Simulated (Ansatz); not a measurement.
# Bi2Te2CO: the cost of one run

Computed with Ansatz 0.2.0 (DFT PBE, scalar-relativistic, plane waves, PAW, unless a step's input says otherwise).

9 further runs of the same task are left out: 9 set aside as unsound or not needed.

## 1. The system as given

It takes space group P1 (No. 1, triclinic). Conventional cell: a = 4.598 Å, b = 4.598 Å, c = 20.991 Å, α = 90.00°, β = 90.00°, γ = 90.00°. Around Bi (site symmetry 1) lie 5 Te at 2.95 to 3.25 Å. Around Te (site symmetry 1) lie 5 Bi at 2.99 to 3.25 Å. Around Bi (site symmetry 1) lie 1 C at 2.29 Å and 1 Te at 2.99 Å. Around Te (site symmetry 1) lie 1 C at 2.31 Å and 1 Bi at 2.95 Å. C (site symmetry 1) has 1 O at 1.16 Å as nearest neighbours. O (site symmetry 1) has 1 C at 1.16 Å as nearest neighbours.

Coordinates:

```
CELL_PARAMETERS angstrom
4.59788 0.00000 0.00000
0.00000 4.59788 0.00000
0.00000 0.00000 20.99103
ATOMIC_POSITIONS crystal
Bi 0.50000 0.50000 0.19056
Te 0.00000 0.00000 0.19056
Bi 0.00000 0.00000 0.33305
Te 0.50000 0.50000 0.33130
C 0.75000 0.25000 0.40975
O 0.68470 0.25000 0.46313
```

This is the geometry of the first run shown, built on a cell relaxed beforehand with the same method.

## 2. What is varied

Atoms count from 1 in the order of the input.

CO stands on one site of a rigid substrate at a fixed height and bond length while its axis is turned; the height is held at 1.61 Å.

The axes are (1) tilt of the C5-O6 axis from the surface normal: 7 values from 0 to 90 °; (2) azimuth of the C5-O6 axis from the first surface vector: 12 values from 0 to 330 °, periodic.

Nothing else is relaxed. Points are written as (first, second).

## 3. The run at (15°, 180°)

A dipole layer in the vacuum cancels the field that periodic copies would set up if the slab's two faces differ.

Input file input.yaml:

```yaml
crystal:
  lattice:
    - [4.5978826485, 0.0, 0.0]
    - [0.0, 4.5978826485, 0.0]
    - [0.0, 0.0, 20.9910347787]
  atoms:
    - { symbol: Bi, position: [0.5, 0.5, 0.1905575424] }
    - { symbol: Te, position: [0.0, 0.0, 0.1905575424] }
    - { symbol: Bi, position: [0.0, 0.0, 0.3330486016] }
    - { symbol: Te, position: [0.5, 0.5, 0.3312994782] }
    - { symbol: C, position: [0.75, 0.25, 0.4097480124] }
    - { symbol: O, position: [0.6847025326, 0.25, 0.4631267034] }
basis:
  ecutwfc: 420
kpoints:
  mp_grid: { grid: [6, 6, 1] }
hamiltonian:
  xc: pbe
scf:
  occupations: { method: gaussian, width: 0.1 }
output:
  forces: true
  eigenvalues: true
efield:
  axis: 3
  dipole_correction: true
  ramp_width: 0.04
```

Started as:

```
$ ansatz run input.yaml --threads 1 --pin off --max-ram 3072MiB --backend cpu --events-out ev --progress --plain --runs-dir out
```

What time and memory should one allow on 1 thread of AMD EPYC (Zen 3), shared host?

About 65 s, with a peak of 0.7 GiB.
